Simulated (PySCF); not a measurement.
# SbH2Cl (SMILES [Cl][SbH2]) at 4 levels

Aim: a comparison of 4 runs (PBE0/STO-6G, UPBE0/STO-6G, r2SCAN/STO-6G, UCCSD(T)/STO-6G) of SbH2Cl. Input form: a Python script.

The results are computed with PySCF 2.14.0.

3 further runs of the same task are left out: 3 set aside as unsound or not needed.

**1. The system as given**

SbH2Cl: 4 atoms, total charge 0, spin state singlet. As SMILES, `[Cl][SbH2]`. The Sb2–H3 distance was set to 3.082 Å, away from the relaxed value. At this shape a bond of the SMILES string is far longer than usual.

Bond lengths: Cl1–Sb2 2.356 Å, Sb2–H4 1.713 Å. Angles: Cl1–Sb2–H4 94.4°.

**2. A single-point energy at PBE0/STO-6G (run 1)**

The input, calc.py:

```python
from pyscf import gto, dft

mol = gto.Mole()
mol.atom = 'Cl -1.686583 1.015401 -1.788670; Sb 0.600017 0.451401 -1.734770; H 0.379700 -1.183700 0.868900; H 1.056217 1.836701 -0.837270'
mol.max_memory = 1860
mol.basis = 'sto-6g'
mol.spin = 0
mol.charge = 0
mol.verbose = 4
mol.build()

ks = dft.RKS(mol)
ks.xc = 'pbe0'
ks.conv_tol = 1e-10
ks.grids.level = 5
ks.kernel()
if not ks.converged:
    ks = ks.newton().run(ks.mo_coeff, ks.mo_occ)

e_tot = ks.e_tot
print('E = %.10f Eh' % e_tot)
```

Launch:

```bash
$ OMP_NUM_THREADS=1 python calc.py
```

What it wrote:

```text
PySCF version 2.14.0

[... 89 lines left out ...]
converged SCF energy = -6745.12203060153
E = -6745.1220306015 Eh
```

Run time: 9 s. Hardware: 1 thread of Arm Neoverse V2, shared host; peak memory 0.28 GiB.

**3. The energy at UPBE0/STO-6G (run 2)**

The input, calc.py:

```python
from pyscf import gto, dft

system = gto.M(
    atom='''
Cl    -3.187180     1.918830    -3.380096
Sb     1.133868     0.853024    -3.278240
H      0.717529    -2.236869     1.641983
H      1.995961     3.470862    -1.582211
''',
    max_memory=1860,
    verbose=3,
    spin=0,
    unit='bohr',
    basis='sto-6g',
)

mf = dft.UKS(system)
mf.xc = 'pbe0'
mf.conv_tol = 1e-10
mf.grids.level = 5
mf.kernel()
if not mf.converged:
    mf = mf.newton().run(mf.mo_coeff, mf.mo_occ)
for _ in range(3):
    mo, _, stable, _ = mf.stability(return_status=True)
    if stable:
        break
    mf.kernel(mf.make_rdm1(mo, mf.mo_occ))

energy = mf.e_tot
print('E = %.10f Eh' % energy)
```

Launch:

```bash
$ OMP_NUM_THREADS=1 python calc.py
```

What it wrote:

```text
converged SCF energy = -6745.12203061195  <S^2> = 5.0022209e-12  2S+1 = 1
<class 'pyscf.dft.uks.UKS'> wavefunction has an internal instability
converged SCF energy = -6745.16121638284  <S^2> = 0.8995102  2S+1 = 2.1443043
<class 'pyscf.dft.uks.UKS'> wavefunction is stable in the internal stability analysis
E = -6745.1612163828 Eh
```

Run time: 43 s. Hardware: 1 thread of Arm Neoverse V2, shared host; peak memory 0.41 GiB.

**4. The energy at r2SCAN/STO-6G (run 3)**

The input, calc.py:

```python
from pyscf import gto, dft

system = gto.Mole()
system.atom = '''
Cl      -1.686583       1.015401      -1.788670
Sb       0.600017       0.451401      -1.734770
H        0.379700      -1.183700       0.868900
H        1.056217       1.836701      -0.837270
'''
system.basis = 'sto-6g'
system.verbose = 3
system.max_memory = 1860
system.build()

mf = dft.RKS(system)
mf.xc = 'r2scan'
mf.conv_tol = 1e-10
mf.grids.level = 5
mf.kernel()
if not mf.converged:
    mf = mf.newton().run(mf.mo_coeff, mf.mo_occ)

e_tot = mf.e_tot
print(f'total energy: {e_tot:.8f} hartree')
```

Launch:

```bash
$ OMP_NUM_THREADS=1 python calc.py
```

What it wrote:

```text
converged SCF energy = -6745.75045824446
total energy: -6745.75045824 hartree
```

Run time: 15 s. Hardware: 1 thread of Arm Neoverse V2, shared host; peak memory 0.28 GiB.

**5. A single-point energy at UCCSD(T)/STO-6G (run 4)**

The input, run.py:

```python
from pyscf import gto, scf, cc

system = gto.Mole()
system.atom = 'Cl -1.686583 1.015401 -1.788670; Sb 0.600017 0.451401 -1.734770; H 0.379700 -1.183700 0.868900; H 1.056217 1.836701 -0.837270'
system.basis = 'sto-6g'
system.verbose = 3
system.max_memory = 1860
system.build()

mf = scf.UHF(system)
mf.conv_tol = 1e-10
mf.kernel()
if not mf.converged:
    mf = mf.newton().run(mf.mo_coeff, mf.mo_occ)
for _ in range(3):
    mo, _, stable, _ = mf.stability(return_status=True)
    if stable:
        break
    mf.kernel(mf.make_rdm1(mo, mf.mo_occ))

mycc = cc.CCSD(mf, frozen=23)
mycc.kernel()
e_t = mycc.ccsd_t()
energy = mycc.e_tot + e_t
print('E(%s) = %.9f' % ('CCSD(T)', energy))
```

Launch:

```bash
$ OMP_NUM_THREADS=1 python run.py
```

What it wrote:

```text
converged SCF energy = -6742.62779009406  <S^2> = 3.3864467e-10  2S+1 = 1
<class 'pyscf.scf.uhf.UHF'> wavefunction has an internal instability
converged SCF energy = -6742.75068595589  <S^2> = 0.96959527  2S+1 = 2.2087057
<class 'pyscf.scf.uhf.UHF'> wavefunction is stable in the internal stability analysis
E(UCCSD) = -6742.792965864372  E_corr = -0.042279908478984
UCCSD(T) correction = -0.00119331709193809
E(CCSD(T)) = -6742.794159181
```

Wall time 2.7 s (1 thread of Arm Neoverse V2, shared host); peak memory 0.12 GiB.

**6. Overview of the runs**

```
run            level  follow instability  integration grid   energy (Eh)  dipole moment (D) of the reference  HOMO energy (eV)  LUMO energy (eV)  wall time
  1      PBE0/STO-6G                   –                 5  -6745.122031                                2.23             -4.43             -1.50        9 s
  2     UPBE0/STO-6G                 yes                 5  -6745.161216                                2.34             -4.53             -0.94       43 s
  3    r2SCAN/STO-6G                   –                 5  -6745.750458                                2.09             -3.81             -2.11       15 s
  4  UCCSD(T)/STO-6G                 yes                 –  -6742.794159                                2.80             -7.18              3.19      2.7 s
```

**7. Summary of results**

```
                                           quantity           value
                                run 4: total energy  -6742.79416 Eh
        run 4: dipole moment (Hartree–Fock density)          2.80 D
         run 4: HOMO energy (Hartree–Fock orbitals)        -7.18 eV
         run 4: LUMO energy (Hartree–Fock orbitals)         3.19 eV
       run 4: HOMO–LUMO gap (Hartree–Fock orbitals)        10.37 eV
run 4: correlation energy (23 core orbitals frozen)       -43.5 mEh
                              run 4: (T) correction       -1.19 mEh
           run 4: ⟨S²⟩ of the reference determinant           0.970
                               run 4: T1 diagnostic           0.026
```

Over runs 1, 2, 3 the dipole moment (its size) runs from 2.09 D (r2SCAN/STO-6G) to 2.34 D (UPBE0/STO-6G). Over runs 1, 2, 3 the HOMO–LUMO gap runs from 1.70 eV (r2SCAN/STO-6G) to 3.59 eV (UPBE0/STO-6G). Totals of different functionals can't be ranked against each other. In runs 1, 2, 3, 4 the basis is minimal, so the values are rough. In runs 1, 3 a closed-shell determinant meets a far-stretched bond, which it describes badly. In runs 1, 2, 3, 4 relativity is left out where basis or elements ask for it. Spin contamination of the reference: run 4 ⟨S²⟩ = 0.97, run 2 ⟨S²⟩ = 0.90. Where it is this large, the reference is a mixture of spin states, and values that rest on it are in doubt. All runs together took 69 s, the longest 43 s.
